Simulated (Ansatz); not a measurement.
Predict the output of the script below (Ansatz 0.2.0, Python API).

Script `run_terms.py`:
```python
"""Taking single terms out of the free energy of KLuO3."""

import ansatz as az

system = (
    az.Lattice.cubic(4.375635)
    .space_group(221)
    .atom("K", [0.0, 0.0, 0.0])
    .atom("Lu", [0.5, 0.5, 0.5])
    .atom("O", [0.5, 0.5, 0.0])
)

setup = system.calculation()
setup = setup.kpoints(length=22)
setup = setup.occupations("fermi_dirac", width=0.1)
setup = setup.scf(max_iterations=80)
with_term = setup.functional("pbesol", dispersion="d4").basis(380).cutoff_correction(630).run(threads=1, backend="cpu").report
without = setup.functional("pbesol").basis(380).run(threads=1, backend="cpu").report
finer = setup.functional("pbesol").basis(630).run(threads=1, backend="cpu").report
removed = az.free_energy_without(with_term, az.EnergyTerm.DISPERSION)
print(f"dispersion term            {with_term['components']['e_disp']:.5f} eV")
print(f"F less dispersion          {removed:.5f} eV, run without it {without['free_energy_ev']:.5f} eV")
print(f"F less smearing term       {az.free_energy_without(without, az.EnergyTerm.SMEARING):.5f} eV")
print(f"estimated gain to 630 eV   {with_term['cutoff_correction']['energy_ev']:.5f} eV, found {finer['free_energy_ev'] - without['free_energy_ev']:.5f} eV")
```

```console
$ python run_terms.py
DeckWarning: basis.ecutwfc = 380 eV is below the records' recommended 420 eV, and the density's cutoff is lower with it unless basis.ecutrho_ratio is high enough to keep the records' density cutoff: compare with a run at a higher cutoff
dispersion term            -0.35751 eV
F less dispersion          -17811.77295 eV, run without it -17811.77295 eV
F less smearing term       -17811.52108 eV
estimated gain to 630 eV   -0.10917 eV, found -0.10830 eV
```
(Warnings from the package without file and line.)

Caveats:
- Total energies depend on the potentials; only differences at equal settings carry meaning. A total without «per atom» is that of the cell as typed.
- The cutoff lies under the one recommended for these potentials in some of the runs.
- Dispersion corrections can be off by several per cent in the lattices of metals, and by several GPa in the pressure at a fixed cell.
- The mesh is modest for a metal, so energies can be off by several to tens of meV an atom and pressures by half a GPa or more; differences at equal mesh fare better.
- The structure comes from a database of computed cells and needn't be a stable or known phase.
- The whole script took 6 s on 1 thread of Intel(R) Xeon(R) Platinum 8488C (Sapphire Rapids) (shared host), peak memory 0.48 GiB.

(Lines on the test bed's own set-up are left out of the output.)
